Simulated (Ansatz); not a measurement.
A run of Ansatz 0.2.0 is set up as follows.

Contents of input.yaml:

```yaml
crystal:
  lattice:
    - [3.7029743866, 0.0, 0.0]
    - [-1.8514871933, 3.2068698884, 0.0]
    - [0.0, 0.0, 3.694211]
  atoms:
    - { symbol: Te, position: [0.6666666667, 0.3333333333, 0.0] }
    - { symbol: Nb, position: [0.0, 0.0, 0.5] }
hamiltonian:
  xc: pbe
  pseudopotentials: { kind: paw }
kpoints:
  mp_grid: { grid: [8, 8, 7] }
scf:
  occupations: { method: gaussian, width: 0.03 }
output:
  forces: true
  stress: true
  eigenvalues: true
```

Potentials or basis: Ansatz PAW.

Command:

```console
$ ansatz run input.yaml --threads 2 --pin off --max-ram 5632MiB --backend cpu --events-out ev --progress --plain --runs-dir out
```

(1) Predict the pressure.

(2) What does it give for the band gap on the k mesh?

Results:

(1) -0.6 GPa.

(2) none (metal or under the smearing width).
